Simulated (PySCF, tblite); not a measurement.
# C₇H₄BF₂NS₂: excited states

What do calculations give for the excited states of C₇H₄BF₂NS₂ (`FB(F)c1ncc(-c2cccs2)s1`)?

Programs: tblite 0.8.0 and PySCF 2.14.0, with routines of our own; each step states its level. All values are computed. Atoms count from 0.

### 1 The system as given

17 atoms, charge 0, multiplicity 1; geometry from: force field or distance geometry start.

### 2 Optimising the geometry with GFN2-xTB

Job settings and geometry (Å):

```
{"job": {"kind": "relax", "xc": "GFN2-xTB", "basis": "xTB"}, "charge": 0, "multiplicity": 1}
F      5.401000    -0.554800     0.704500
B      4.171100    -1.280600     0.977000
F      4.119800    -1.847000     2.339200
C      2.870300    -0.780500     0.341300
N      2.470500    -0.325700    -0.767400
C      1.260700     0.035600    -1.070500
C      0.277700    -0.059400    -0.136400
C     -1.205200     0.391300    -0.503300
C     -2.116000     0.242700     0.501900
C     -3.393200     0.616700     0.217300
C     -3.620000     1.085500    -1.040800
S     -1.878800     0.937000    -1.726600
S      1.187200    -0.725000     1.263700
H      1.009200     0.434400    -2.091300
H     -1.828600    -0.141400     1.491600
H     -4.210200     0.546500     0.971100
H     -4.522300     1.436800    -1.481200
```

On the command line:

```console
$ OMP_NUM_THREADS=1 python excited_run.py task.json out
```

One launch serves the whole session: the jobs run in the order shown.

What it wrote:

```text
step      E/eV     max force
  0   -1008.88099   12.500
  1   -1011.30354    2.551
  2   -1011.71997    2.074
  3   -1012.05192    2.927
  4   -1012.25707    1.367
  5   -1012.42415    0.936
  6   -1012.52759    1.353
  7   -1012.70163    1.182
  8   -1012.77198    0.607
  9   -1012.82693    0.614
 10   -1012.84750    0.582
 11   -1012.85944    0.318
 12   -1012.86830    0.232
 13   -1012.87483    0.183
 14   -1012.87826    0.155
 15   -1012.88033    0.125
 16   -1012.88209    0.139
 17   -1012.88406    0.135
 18   -1012.88597    0.107
 19   -1012.88765    0.108
 20   -1012.88909    0.108
 21   -1012.89045    0.090
 22   -1012.89183    0.102
 23   -1012.89323    0.115
 24   -1012.89452    0.085
 25   -1012.89562    0.092
 26   -1012.89672    0.085
 27   -1012.89804    0.106
 28   -1012.89957    0.120
 29   -1012.90107    0.112
 30   -1012.90225    0.090
 31   -1012.90308    0.085
 32   -1012.90371    0.088
 33   -1012.90422    0.075
 34   -1012.90466    0.052
 35   -1012.90508    0.049
 36   -1012.90555    0.055
 37   -1012.90611    0.066
 38   -1012.90676    0.071
 39   -1012.90744    0.072
 40   -1012.90816    0.068
 41   -1012.90895    0.069
 42   -1012.90980    0.072
 43   -1012.91058    0.076
 44   -1012.91123    0.060
 45   -1012.91140    0.115
 46   -1012.91205    0.051
 47   -1012.91228    0.030
 48   -1012.91246    0.024
 49   -1012.91251    0.023
 50   -1012.91258    0.016
 51   -1012.91264    0.016
 52   -1012.91269    0.018
 53   -1012.91273    0.017
 54   -1012.91278    0.017
 55   -1012.91285    0.023
 56   -1012.91295    0.025
 57   -1012.91309    0.029
 58   -1012.91326    0.034
 59   -1012.91345    0.033
 60   -1012.91364    0.036
 61   -1012.91380    0.034
 62   -1012.91390    0.023
 63   -1012.91396    0.024
 64   -1012.91402    0.022
 65   -1012.91408    0.018
 66   -1012.91412    0.015
 67   -1012.91415    0.009
```

Run time: 0.6 s. Hardware: 1 thread of Arm Neoverse V2, shared host.

Along the way: (not every step is listed)

```csv
step,energy from step 0 (eV),largest force (eV/Å)
0,0.0000,12.4998
1,-2.4226,2.5514
2,-2.8390,2.0744
3,-3.1709,2.9267
4,-3.3761,1.3674
5,-3.5432,0.9355
6,-3.6466,1.3528
7,-3.8206,1.1820
8,-3.8910,0.6070
13,-3.9938,0.1830
18,-4.0050,0.1066
23,-4.0122,0.1153
28,-4.0186,0.1203
33,-4.0232,0.0755
38,-4.0258,0.0707
43,-4.0296,0.0758
48,-4.0315,0.0244
53,-4.0317,0.0175
58,-4.0323,0.0337
62,-4.0329,0.0229
63,-4.0330,0.0236
64,-4.0330,0.0224
65,-4.0331,0.0184
66,-4.0331,0.0154
67,-4.0332,0.0091
```

Distances of close pairs at the start and the end, largest changes first:

```csv
bond,before (Å),after (Å),change (Å)
C7–S11,1.499,1.741,+0.242
C6–C7,1.593,1.425,-0.168
C10–S11,1.877,1.715,-0.162
B1–F2,1.476,1.321,-0.155
C3–S12,1.920,1.772,-0.148
F0–B1,1.454,1.315,-0.139
C6–S12,1.797,1.727,-0.070
C5–H13,1.124,1.075,-0.049
```

The end geometry stands in the next job.

### 3 Vibrational analysis with GFN2-xTB

Job settings and geometry (Å):

```
{"job": {"kind": "ir", "xc": "GFN2-xTB", "basis": "xTB"}, "charge": 0, "multiplicity": 1}
F      5.076003    -1.111385     0.458987
B      3.902222    -1.102848     1.052250
F      3.912813    -1.532411     2.301781
C      2.611734    -0.627755     0.365716
N      2.505911    -0.183154    -0.850337
C      1.270382     0.171479    -1.185161
C      0.311268     0.010471    -0.198544
C     -1.081612     0.300391    -0.273315
C     -2.034686     0.144545     0.702632
C     -3.318358     0.531256     0.282901
C     -3.337335     0.976617    -1.002817
S     -1.786452     0.935243    -1.733385
S      1.059169    -0.628719     1.220805
H      1.073844     0.555559    -2.170109
H     -1.806169    -0.235944     1.681953
H     -4.190946     0.480188     0.908336
H     -4.174786     1.328498    -1.571604
```

What it wrote:

```text
mode    cm-1     km/mol
  1      39.6      0.29
  2      47.9      0.15
  3      66.9      0.03
  4      69.4      0.33
  5     135.2      0.12
  6     140.7      0.49
  7     231.3      1.14
  8     275.7      0.37
  9     331.0      2.81
 10     354.5     10.51
 11     410.5      6.51
 12     418.4      4.62
 13     498.4     36.07
 14     536.6     41.51
 15     555.0      9.77
 16     569.8     14.61
 17     613.3      2.06
 18     617.9      2.14
 19     675.1      8.84
 20     730.7     11.79
 21     741.0     21.98
 22     741.4     17.63
 23     814.3      1.60
 24     818.6      9.60
 25     847.1     38.47
 26     852.3      0.66
 27     882.0     11.58
 28     945.8     58.48
 29    1075.5      0.29
 30    1079.5      7.60
 31    1131.6    121.20
 32    1181.1      6.38
 33    1206.4      5.55
 34    1250.8    632.33
 35    1281.8    329.45
 36    1324.3    115.07
 37    1369.8     22.02
 38    1414.8    157.66
 39    1438.0    277.68
 40    1498.8    256.97
 41    1548.3      2.63
 42    3132.1      6.97
 43    3133.6     11.77
 44    3141.3     10.68
 45    3167.3      1.79
```

Wall time 0.82 s (1 thread of Arm Neoverse V2, shared host).

Which atoms move in the most intense modes:

```csv
cm⁻¹,km/mol,atoms
946,58.5,"C3 49 %, N4 22 %"
1132,121.2,H13 64 %
1251,632.3,"B1 46 %, H13 13 %, F2 13 %"
1282,329.4,"B1 69 %, F0 18 %"
1324,115.1,"C9 16 %, C8 14 %, C10 12 %, C7 11 %"
1415,157.7,"C6 26 %, C5 22 %, C8 18 %"
1438,277.7,"C9 31 %, C10 21 %, C7 18 %"
1499,257.0,"C3 38 %, N4 22 %"
```

### 4 Excited states: TDA B3LYP/def2-SVP

Settings changed since step 3:

```diff
@@ -1,2 +1,2 @@
-{"job": {"kind": "ir", "xc": "GFN2-xTB", "basis": "xTB"}, "charge": 0, "multiplicity": 1}
+{"job": {"kind": "states", "xc": "B3LYP", "basis": "def2-SVP", "tda": true, "soc": true, "nstates": 8, "ntriplets": 5, "nquad": 4}, "charge": 0, "multiplicity": 1}
 F      5.076003    -1.111385     0.458987
```

Level: TDA B3LYP/def2-SVP excited states, vertical, gas phase, spin-orbit mean-field couplings.

What it wrote:

```text
coarse grid: 17656 points
cycle   1  E = -1344.0429104452  dE =  2.461e+00  |g| = 7.584e-01  |ddm| = 5.468e+00
cycle   2  E = -1343.8586758927  dE =  1.842e-01  |g| = 1.233e+00  |ddm| = 1.869e+00
cycle   3  E = -1344.1517242322  dE = -2.930e-01  |g| = 1.397e-01  |ddm| = 1.274e+00
cycle   4  E = -1344.1556583730  dE = -3.934e-03  |g| = 6.790e-02  |ddm| = 2.234e-01
cycle   5  E = -1344.1566384536  dE = -9.801e-04  |g| = 1.595e-02  |ddm| = 8.470e-02
cycle   6  E = -1344.1566853479  dE = -4.689e-05  |g| = 9.746e-03  |ddm| = 3.311e-02
cycle   7  E = -1344.1567125561  dE = -2.721e-05  |g| = 1.520e-03  |ddm| = 1.367e-02
cycle   8  E = -1344.1567131262  dE = -5.701e-07  |g| = 6.044e-04  |ddm| = 2.689e-03
final grid: 168848 points
cycle   9  E = -1344.3154756439  dE = -6.405e-05  |g| = 5.399e-03  |ddm| = 3.538e-02
cycle  10  E = -1344.3154610811  dE =  1.456e-05  |g| = 8.929e-03  |ddm| = 1.654e-02
cycle  11  E = -1344.3154831880  dE = -2.211e-05  |g| = 1.460e-03  |ddm| = 1.211e-02
cycle  12  E = -1344.3154836982  dE = -5.102e-07  |g| = 4.729e-04  |ddm| = 1.893e-03
cycle  13  E = -1344.3154837509  dE = -5.274e-08  |g| = 1.837e-04  |ddm| = 7.990e-04
cycle  14  E = -1344.3154837592  dE = -8.298e-09  |g| = 7.517e-05  |ddm| = 3.118e-04
cycle  15  E = -1344.3154837605  dE = -1.322e-09  |g| = 1.943e-05  |ddm| = 9.622e-05
cycle  16  E = -1344.3154837606  dE = -7.913e-11  |g| = 6.394e-06  |ddm| = 2.644e-05
converged SCF energy = -1344.3154837606

Singlet excitations
state   eV       nm        f     d(h-e)  d(exc)  Lambda  PR(NTO)  |dmu|/D   mu/D   main configurations
  1   3.9304   315.4   0.73349   2.033   4.251   0.759   1.087    4.072    8.458   H->L 0.93
  2   4.1286   300.3   0.00064   1.408   3.390   0.438   1.003    2.994    2.261   H-2->L 0.98
  3   4.6467   266.8   0.02005   3.212   4.656   0.532   1.081    8.175   12.548   H-1->L 0.93
  4   5.0941   243.4   0.06725   0.333   4.579   0.787   1.695    0.053    4.411   H->L+1 0.68, H-4->L 0.13, H-3->L 0.12
  5   5.1327   241.6   0.01948   0.359   3.344   0.753   1.492                     H-3->L 0.75, H->L+1 0.10
  6   5.5732   222.5   0.00007   1.547   3.720   0.381   1.008                     H->L+2 0.99
  7   5.7949   214.0   0.00117   1.182   3.589   0.446   1.311                     H->L+3 0.86, H-2->L+1 0.12
  8   5.8229   212.9   0.00209   1.759   3.829   0.419   1.307                     H-2->L+1 0.83, H->L+3 0.13

Triplet excitations (Tamm-Dancoff)
state   eV     d(h-e)  d(exc)  Lambda  PR(NTO)   main configurations
  1   2.4187   0.656   3.664   0.766   1.051   H->L 0.95
  2   3.7042   0.452   3.114   0.716   1.957   H->L+1 0.36, H-3->L 0.31, H-1->L 0.24
  3   3.7238   1.047   3.053   0.439   1.013   H-2->L 0.89, H-2->L+1 0.09
  4   3.8773   1.432   3.622   0.603   1.494   H-1->L 0.64, H->L+1 0.21
  5   4.0940   0.481   3.578   0.766   1.584   H-3->L 0.61, H->L+1 0.22, H-4->L 0.10
S1 - T1 = 1.5117 eV

Spin-orbit couplings |<S|Hso|T>| (cm-1)
             T1       T2       T3       T4       T5
S0        0.076    6.023   64.649    0.155    0.569
S1        0.044    0.809    7.262    0.162    0.382
S2        4.455   32.445    3.097    7.263   46.655
S3        0.111    1.070   11.509    0.050    0.063
S4        0.255    1.541   16.413    0.159    0.157
S5        0.159    5.296   57.075    0.168    0.107
S6       52.924    6.452    0.561    3.040    5.453
S7       18.947   20.695    2.037   17.539   11.529
S8        8.219   11.838    1.685   10.207    6.054
T1 sublevels (cm-1): 0.000 0.125 0.125   radiative rates (1/s): 0.111 0.0218 0.0187
```

Wall time 51 s (1 thread of Arm Neoverse V2, shared host); peak memory 0.99 GiB.

Key values:

```csv
quantity,value
S1 less T1,1.51 eV
```

### 5 Results

| quantity | value |
| --- | --- |
| strongest single infrared mode (GFN2-xTB) | 1251 cm⁻¹, 632 km/mol |
| zero-point energy (GFN2-xTB) | 62.0 kcal/mol |
| S1 less T1 (step 4, TDA B3LYP/def2-SVP) | 1.51 eV |

What this shows: All 45 modes are real, so the xTB geometry is a minimum. The strongest single mode, at 1251 cm⁻¹, has its largest shares on B1, H13 and F2 (the list is cut at 3 atoms). GFN2-xTB is a fitted tight-binding method: band positions and strengths are rough. Its intensities can rank the bands wrongly. In step 4, the number of triplets below S1 is 4, and the largest singlet-triplet spin-orbit coupling is S0–T3, 64.65 cm⁻¹.
